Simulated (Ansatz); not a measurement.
# NaMg6Ti (Amm2) in Ansatz: reference runs

Reference runs on NaMg6Ti: the cell as given and a disturbed copy.

Program: Ansatz 0.2.0. These are calculated values, not measurements. Logs are shortened: lines on timing, memory, paths and dates and some standing lists are left out, and cuts for length are marked.

### 1 Starting point

It takes space group Amm2 (No. 38, orthorhombic). Conventional cell: a = 5.157 Å, b = 6.399 Å, c = 11.108 Å, α = 90.00°, β = 90.00°, γ = 90.00°. Ti (site symmetry mm2) is surrounded by 10 Mg at 3.10 to 3.29 Å and 2 Na at 3.23 Å. Mg (site symmetry mm2) has 10 Mg at 3.18 to 3.21 Å and 2 Na at 3.20 Å as nearest neighbours. Around Mg (site symmetry m) lie 8 Mg at 3.07 to 3.33 Å and 2 Ti at 3.10 Å and 2 Na at 3.14 to 3.27 Å. Around Mg (site symmetry mm2) lie 10 Mg at 3.18 to 3.23 Å and 2 Ti at 3.20 Å. Mg (site symmetry m) has 2 Ti at 3.12 to 3.29 Å and 2 Na at 3.17 Å and 8 Mg at 3.18 to 3.23 Å as nearest neighbours. Around Na (site symmetry mm2) lie 10 Mg at 3.14 to 3.27 Å and 2 Ti at 3.23 Å.

The cell comes from a database or a generator and needn't be the stable form of this composition.

### 2 Single point, PBE

The input, input.yaml:

```yaml
crystal:
  lattice:
    - [5.156804, 0.0, 0.0]
    - [0.0, 3.1992795, 5.5539075]
    - [0.0, -3.1992795, 5.5539075]
  atoms:
    - { symbol: Ti, position: [0.0, 0.840933, 0.840933] }
    - { symbol: Mg, position: [0.5, 0.167112, 0.167112] }
    - { symbol: Mg, position: [0.5, 0.152596, 0.673322] }
    - { symbol: Mg, position: [0.5, 0.673322, 0.152596] }
    - { symbol: Mg, position: [0.0, 0.335172, 0.335172] }
    - { symbol: Mg, position: [0.0, 0.332136, 0.832476] }
    - { symbol: Mg, position: [0.0, 0.832476, 0.332136] }
    - { symbol: Na, position: [0.5, 0.666252, 0.666252] }
hamiltonian:
  xc: pbe
  pseudopotentials: { kind: paw }
kpoints:
  mp_grid: { grid: [5, 5, 5] }
scf:
  occupations: { method: fermi_dirac, width: 0.05 }
output:
  forces: true
  stress: true
  eigenvalues: true
```

Potentials or basis: Ansatz PAW.

The run is started by

```
$ ansatz run input.yaml --threads 4 --pin off --max-ram 10240MiB --backend cpu --events-out ev --progress --plain --runs-dir out
```

The program printed:

```text
Warning: RAYON_NUM_THREADS=4 ignored (pool sized by the plan → 4); use --threads N
Engine: ansatz 0.2.0, aarch64-unknown-linux-gnu
Pseudopotentials: kind: paw
Pseudopotential: Ti, paw, valence charge 12, recommended cutoff 420 eV (normal), Ti.paw.azcp
Pseudopotential: Mg, paw, valence charge 10, recommended cutoff 420 eV (normal), Mg.paw.azcp
Pseudopotential: Na, paw, valence charge 9, recommended cutoff 420 eV (normal), Na.paw.azcp
Functional definition: PBE
  parameter kappa = 0.804
  parameter beta = 0.06672455060314922
  exchange = pbe_x(kappa = kappa, mu = beta*pi^2/3)
  correlation = pbe_c(beta = beta)
Crystal: 8 atoms, lattice volume = 183.257 Å³
Basis set: ecut = 420 eV, 3613 PW (Γ), exchange–correlation on 72×90×90 points (8 copies of the dense FFT grid, shifted against one another)
Bands: 49, of which v1, the nominal top of the filled ones, is band 41 counted from 1 (40 counted from 0)
Symmetry: 4 space group operations
Space group: Amm2 (ITA 38), of the structure as read, at distance tolerance 5.7e-5 Å
k-points: 27 of 125 (time reversal used)
Non-local potential: Ti, projectors of the file, l = 0: 3, l = 1: 2, l = 2: 3, l = 3: 1
Non-local potential: Mg, projectors of the file, l = 0: 3, l = 1: 2, l = 2: 1
Non-local potential: Na, projectors of the file, l = 0: 3, l = 1: 2, l = 2: 1
PAW form: soft (Blöchl's): semilocal exchange-correlation on the pseudo side does not see the compensation charge
PAW one-centre angular grid: Ti, 590 points (default); XC on 64 Gauss nodes
PAW one-centre angular grid: Mg, 110 points (default); XC on 64 Gauss nodes
PAW one-centre angular grid: Na, 110 points (default); XC on 64 Gauss nodes
Initial density: superposition of atomic densities (neutral atoms: chi_scale 0, normalization atom), corrected by the library's trained network
Initial wavefunctions: pseudopotential atomic-orbital guess
Functional: x = pbe(κ = 0.804, μ = 0.2195149727645171), c = pbe(β = 0.06672455060314922)
SCF iter   1: F=—  HF=-15527.383843 eV  |F-HF|=—  |Δ(HF+E_count)|=         —  Δρ=6.32e-3  dr2=1.71e-1  ethr=1.77e-3  ⟨swp⟩=7.7  Hψ=5258  notcnv=0
preconditioner: auto → Kerker (q_TF=auto, 2.381 Å⁻¹)  [metal: Δε(μ)=0.016 eV  Ē_g=3.740 eV  σ=0.050 eV  W_gap=0.08  n_scr=44 (ndim 8)  ℏωp=11.3 eV  f_vac=0.000  D(μ)=8.61/eV (n_scr^D=70)]
SCF iter   2: F=—  HF=-15527.372897 eV  |F-HF|=—  |Δ(HF+E_count)|=   1.09e-2  Δρ=3.22e-3  dr2=4.78e-2  ethr=2.12e-4  ⟨swp⟩=2.0  Hψ=1944  notcnv=0
SCF iter   3: F=—  HF=-15527.369279 eV  |F-HF|=—  |Δ(HF+E_count)|=   3.62e-3  Δρ=4.18e-4  dr2=8.03e-4  ethr=5.90e-5  ⟨swp⟩=1.9  Hψ=1391  notcnv=0
SCF iter   4: F=—  HF=-15527.369191 eV  |F-HF|=—  |Δ(HF+E_count)|=   8.82e-5  Δρ=2.02e-4  dr2=1.25e-4  ethr=9.92e-7  ⟨swp⟩=2.0  Hψ=1516  notcnv=0
SCF iter   5: F=—  HF=-15527.369163 eV  |F-HF|=—  |Δ(HF+E_count)|=   2.79e-5  Δρ=4.90e-5  dr2=6.00e-6  ethr=1.55e-7  ⟨swp⟩=2.0  Hψ=1667  notcnv=0
SCF iter   6: F=—  HF=-15527.369116 eV  |F-HF|=—  |Δ(HF+E_count)|=   4.72e-5  Δρ=1.65e-5  dr2=6.96e-7  ethr=7.41e-9  ⟨swp⟩=2.0  Hψ=1883  notcnv=0
SCF iter   7: F=—  HF=-15527.369116 eV  |F-HF|=—  |Δ(HF+E_count)|=   1.24e-7  Δρ=7.38e-6  dr2=1.18e-7  ethr=1.23e-10  ⟨swp⟩=6.6  Hψ=4949  notcnv=0
SCF iter   8: F=-15527.369116 eV  HF=-15527.369116 eV  |F-HF|=3.49e-9  |Δ(HF+E_count)|=   2.34e-8  Δρ=1.82e-6  dr2=7.04e-9  ethr=1.23e-10  ⟨swp⟩=4.0  Hψ=4022  notcnv=0
SCF 1 converged in 8 iterations: F = -15527.369116 eV  dr2 = 7.04e-9
SCF converged after 8 iterations
Free energy (F): -15527.369116 eV
Harris-Foulkes:  -15527.369116 eV  (|F-HF|=3.49e-9)
Internal energy: -15527.297131 eV  (E = F + TS)
E sigma→0 (E₀):  -15527.333123 eV
Entropy (-TS):   -0.071984 eV (-8.998 meV/atom)
Fermi energy:    5.803242 eV
--- Per-component energies (eV) ---
  E_band       = -2569.468886
  E_kinetic    = 838.513402
  E_local      = -12027.046245  (includes V_loc(G=0)·N_el)
  E_nonlocal   = 700.178037
  E_hartree    = 4343.863484
  E_xc         = -304.728654
  E_vxc        = -388.991036  (∫ρ·V_xc dr)
  E_paw        = -3065.882296  (= ΣΔE_a)
  E_vpaw       = -379.849164  (= ΣTr[D̂ρ^β])
  E_aug_tail   = 0.000072  (compensation charges beyond the density's cutoff)
  E_ewald      = -6012.194932
  E_smearing   = -0.071984  (= −TS)
  E_closure    = 0.000000  (closes the sum)
  Σ components = -15527.369116   (vs F -15527.369116, Δ=0.00e0)
--- Forces (eV/Å), atoms counted from 1 ---
  atom   1  Ti     0.00000000     0.00000000     0.12531093
  atom   2  Mg    -0.00000000     0.00000000    -0.03362778
  atom   3  Mg     0.00000000    -0.02204482    -0.03080330
  atom   4  Mg    -0.00000000     0.02204482    -0.03080330
  atom   5  Mg     0.00000000     0.00000000     0.06825421
  atom   6  Mg    -0.00000000    -0.02019335    -0.01392364
  atom   7  Mg     0.00000000     0.02019335    -0.01392364
  atom   8  Na    -0.00000000     0.00000000    -0.07048774
  max |Σ_I F_I| component: 4.27e-6 eV/Å
--- Stress (GPa, compression-positive) ---
       -0.562374      -0.000000      -0.000000
       -0.000000       0.079045      -0.000000
       -0.000000      -0.000000      -0.133652
  P = ⅓ Tr σ = -0.2057 GPa (-2.057 kbar)
--- Band table (eV; the first three rows and the last of 27) ---
  k-point 0: bands = ["-70.3681", "-69.8854", "-69.8843", "-69.8438", "-69.8425", "-69.8424", "-51.4519", "-46.2253", "-37.1344", "-37.1215", "-37.1122", "-36.6596", "-36.6578", "-36.6539", "-36.6360", "-36.6251", "-36.6226", "-36.6187", "-36.6127", "-36.6086", "-36.6082", "-36.6056", "-36.6026", "-36.5663", "-36.5649", "-36.5585", "-27.7916", "-27.6846", "-27.6376", "-18.1716", "-18.1645", "-18.1529", "-0.5751", "3.6616", "3.8215", "3.8429", "4.0560", "4.3099", "4.7207", "4.8796", "5.3118", "5.8946", "6.1340", "6.8329", "6.8812", "7.4051", "8.8307", "8.9747", "9.1808"]
  k-point 1: bands = ["-70.3681", "-69.8853", "-69.8843", "-69.8437", "-69.8426", "-69.8424", "-51.4519", "-46.2253", "-37.1343", "-37.1215", "-37.1122", "-36.6594", "-36.6579", "-36.6526", "-36.6374", "-36.6236", "-36.6223", "-36.6190", "-36.6127", "-36.6088", "-36.6085", "-36.6065", "-36.6024", "-36.5664", "-36.5645", "-36.5592", "-27.7916", "-27.6847", "-27.6377", "-18.1716", "-18.1645", "-18.1529", "-0.3805", "2.4565", "3.3062", "3.5813", "4.5955", "4.8038", "5.0353", "5.5109", "5.8596", "5.9224", "6.1857", "6.8388", "7.0168", "7.5644", "7.9373", "8.8388", "9.0093"]
  k-point 2: bands = ["-70.3681", "-69.8852", "-69.8845", "-69.8434", "-69.8429", "-69.8424", "-51.4519", "-46.2253", "-37.1343", "-37.1214", "-37.1122", "-36.6592", "-36.6582", "-36.6497", "-36.6404", "-36.6217", "-36.6205", "-36.6195", "-36.6125", "-36.6107", "-36.6091", "-36.6071", "-36.6021", "-36.5665", "-36.5635", "-36.5606", "-27.7916", "-27.6847", "-27.6378", "-18.1717", "-18.1646", "-18.1529", "0.1762", "1.2338", "2.9482", "3.2677", "4.9804", "5.0423", "5.6140", "5.7454", "6.2618", "6.3271", "6.4778", "6.8439", "7.3256", "7.4595", "8.0186", "8.2057", "8.8443"]
  k-point 26: bands = ["-70.3681", "-69.8853", "-69.8843", "-69.8433", "-69.8429", "-69.8425", "-51.4519", "-46.2253", "-37.1343", "-37.1214", "-37.1122", "-36.6599", "-36.6583", "-36.6531", "-36.6375", "-36.6194", "-36.6164", "-36.6160", "-36.6151", "-36.6129", "-36.6115", "-36.6065", "-36.6051", "-36.5656", "-36.5634", "-36.5609", "-27.7920", "-27.6848", "-27.6376", "-18.1716", "-18.1645", "-18.1536", "1.5435", "1.7097", "2.5576", "2.7558", "2.9392", "3.8685", "5.2223", "5.6952", "5.8368", "6.1576", "6.3827", "6.7679", "7.2193", "7.8803", "8.2691", "8.8648", "9.3695"]
```

Run time: 4 s. Hardware: 4 threads of Arm Neoverse V2, shared host; peak memory 0.56 GiB.

Results:

* Free energy: -15527.3691 eV
* Pressure: -0.2 GPa
* Largest force: 0.125 eV/Å
* Band gap on the k mesh: none (metal or under the smearing width)

Forces in eV/Å, atoms in the order of the input:
```
Ti   0.000  0.000  0.125
Mg   0.000  0.000 -0.034
Mg   0.000 -0.022 -0.031
Mg   0.000  0.022 -0.031
Mg   0.000  0.000  0.068
Mg   0.000 -0.020 -0.014
Mg   0.000  0.020 -0.014
Na   0.000  0.000 -0.070
```

Stress tensor (GPa, compression positive):
```
-0.56  0.00  0.00
 0.00  0.08  0.00
 0.00  0.00 -0.13
```

### 3 Single point, PBE (atoms moved at random, drawn with an rms of 0.05 Å)

The input, input.yaml:

```yaml
crystal:
  lattice:
    - [5.156804, 0.0, 0.0]
    - [0.0, 3.1992795, 5.5539075]
    - [0.0, -3.1992795, 5.5539075]
  atoms:
    - { symbol: Ti, position: [-0.003376, 0.839731, 0.842511] }
    - { symbol: Mg, position: [0.50227, 0.175736, 0.172757] }
    - { symbol: Mg, position: [0.505809, 0.148033, 0.669554] }
    - { symbol: Mg, position: [0.493463, 0.673748, 0.149734] }
    - { symbol: Mg, position: [-0.01294, 0.322904, 0.342211] }
    - { symbol: Mg, position: [-0.003759, 0.330882, 0.836344] }
    - { symbol: Mg, position: [-0.003734, 0.827543, 0.325769] }
    - { symbol: Na, position: [0.505868, 0.663291, 0.662205] }
hamiltonian:
  xc: pbe
  pseudopotentials: { kind: paw }
kpoints:
  mp_grid: { grid: [5, 5, 5] }
scf:
  occupations: { method: fermi_dirac, width: 0.05 }
output:
  forces: true
  stress: true
  eigenvalues: true
```

Potentials or basis: Ansatz PAW.

The run is started by

```
$ ansatz run input.yaml --threads 4 --pin off --max-ram 10240MiB --backend cpu --events-out ev --progress --plain --runs-dir out
```

The program printed:

```text
Warning: RAYON_NUM_THREADS=4 ignored (pool sized by the plan → 4); use --threads N
[... 2 set-up lines as earlier in the session ...]
[... 74 lines left out ...]
  k-point 1: bands = ["-70.3697", "-69.8764", "-69.8749", "-69.8555", "-69.8443", "-69.8349", "-51.4401", "-46.2439", "-37.1353", "-37.1240", "-37.1136", "-36.6510", "-36.6493", "-36.6433", "-36.6298", "-36.6279", "-36.6272", "-36.6189", "-36.6123", "-36.6087", "-36.6040", "-36.6013", "-36.5938", "-36.5753", "-36.5657", "-36.5559", "-27.7791", "-27.6732", "-27.6282", "-18.1913", "-18.1822", "-18.1702", "-0.3843", "2.4598", "3.2860", "3.5855", "4.5855", "4.8003", "5.0502", "5.5072", "5.8601", "5.9286", "6.1888", "6.8224", "7.0449", "7.5677", "7.9548", "8.8119", "9.0096"]
  k-point 2: bands = ["-70.3697", "-69.8763", "-69.8750", "-69.8554", "-69.8443", "-69.8349", "-51.4401", "-46.2439", "-37.1353", "-37.1239", "-37.1136", "-36.6508", "-36.6495", "-36.6405", "-36.6305", "-36.6297", "-36.6242", "-36.6190", "-36.6154", "-36.6085", "-36.6036", "-36.6019", "-36.5935", "-36.5754", "-36.5659", "-36.5562", "-27.7791", "-27.6733", "-27.6283", "-18.1914", "-18.1823", "-18.1702", "0.1697", "1.2378", "2.9291", "3.2778", "4.9629", "5.0381", "5.6188", "5.7653", "6.2489", "6.3358", "6.4813", "6.8643", "7.3206", "7.4661", "8.0308", "8.1985", "8.8265"]
  k-point 62: bands = ["-70.3697", "-69.8764", "-69.8748", "-69.8555", "-69.8443", "-69.8350", "-51.4401", "-46.2439", "-37.1353", "-37.1240", "-37.1136", "-36.6517", "-36.6497", "-36.6452", "-36.6289", "-36.6281", "-36.6261", "-36.6162", "-36.6114", "-36.6077", "-36.6035", "-36.6025", "-36.5978", "-36.5750", "-36.5647", "-36.5559", "-27.7795", "-27.6733", "-27.6281", "-18.1912", "-18.1821", "-18.1709", "0.5239", "1.6335", "3.2227", "4.1138", "4.1582", "4.6640", "4.8680", "5.4302", "5.5731", "5.8985", "6.0899", "6.2062", "6.4190", "7.1866", "7.6736", "7.9892", "8.4212"]
```

It took 9 s on 4 threads of Arm Neoverse V2, shared host; peak memory 0.72 GiB.

What came out:

```yaml
Free_energy: -15527.3314 eV
Pressure: -0.1 GPa
Largest_force: 0.323 eV/Å
Band_gap_on_the_k_mesh: none (metal or under the smearing width)
```

Forces in eV/Å, atoms in the order of the input:
```
Ti   0.047 -0.031 -0.015
Mg  -0.143 -0.008 -0.290
Mg  -0.191 -0.093  0.154
Mg   0.001  0.032  0.008
Mg   0.235  0.120  0.165
Mg   0.122 -0.013 -0.077
Mg   0.058 -0.013  0.100
Na  -0.128  0.006 -0.045
```

Stress tensor (GPa, compression positive):
```
-0.44 -0.05  0.01
-0.05  0.13 -0.18
 0.01 -0.18  0.07
```

Levels at points of the mesh, in eV from the Fermi level:
| k point | band 38 | band 39 | band 40 | band 41 | band 42 | band 43 |
| --- | --- | --- | --- | --- | --- | --- |
| (0.00, 0.00, 0.00) | -1.54 | -1.08 | -0.89 | -0.49 | 0.08 | 0.34 |
